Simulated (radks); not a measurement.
# Ionisation energy and size from Sc³⁺ to Zn³⁺

One table from this session's results is given with a row withheld; the runs are named, their logs left out.

Program: radks (a radial shooting solver on a logarithmic mesh, Libxc functionals) version 1. Level of theory: non-relativistic Kohn-Sham, PBE, spin-polarised, spherical densities, point nucleus; open shells are filled with parallel spins first. These are calculated values, not measurements, unless marked.

**Starting point**

| Quantity | Value |
| --- | --- |
| species | Sc³⁺, Ti³⁺, V³⁺, Cr³⁺, Mn³⁺, Fe³⁺, Co³⁺, Ni³⁺, Cu³⁺, Zn³⁺ |
| runs | 20, each species and its next ion |

The first run:

Input:

```text
Z 21
configuration [Ar]
relativity non-relativistic
functional pbe,pbe
spin polarised
nucleus point
```

Started as:

```
$ python run_ks.py task.json out
```

This one command runs every case of the session in turn.

Steps of the session up to this table: Sc³⁺, [Ar]; Sc⁴⁺, [Ne] 3s2 3p5; Ti³⁺, [Ar] 3d1; Ti⁴⁺, [Ar]; V³⁺, [Ar] 3d2; V⁴⁺, [Ar] 3d1; Cr³⁺, [Ar] 3d3; Cr⁴⁺, [Ar] 3d2; Mn³⁺, [Ar] 3d4; Mn⁴⁺, [Ar] 3d3; Fe³⁺, [Ar] 3d5; Fe⁴⁺, [Ar] 3d4; Co³⁺, [Ar] 3d6; Co⁴⁺, [Ar] 3d5; Ni³⁺, [Ar] 3d7; Ni⁴⁺, [Ar] 3d6; Cu³⁺, [Ar] 3d8; Cu⁴⁺, [Ar] 3d7; Zn³⁺, [Ar] 3d9; Zn⁴⁺, [Ar] 3d8.

One of the session's tables, all rows but one given; the rest of the session is left out.

```
species  Δ-SCF (eV)  −ε(HOMO) (eV)  its <r> (bohr)
   Sc³⁺      73.477         64.573            1.13
   Ti³⁺      43.765         35.367            1.25
    V³⁺      46.867         38.072            1.17
   Cr³⁺      49.818         40.637            1.09
   Mn³⁺      52.644         43.090            1.03
   Fe³⁺      55.366         45.447           0.973
   Co³⁺      52.303         42.674           0.956
   Ni³⁺           ?              ?               ?
   Cu³⁺      58.371         47.959           0.860
   Zn³⁺      61.225         50.447           0.820
```

**Question.** Estimate the row for Ni³⁺.

As computed: Δ-SCF (eV): 55.405; −ε(HOMO) (eV): 45.375; its <r> (bohr): 0.905. In the column «Δ-SCF (eV)» it lies between Fe³⁺ (55.366) and Cu³⁺ (58.371).

Open shells are spherical and high-spin; term and fine-structure splittings are not resolved.
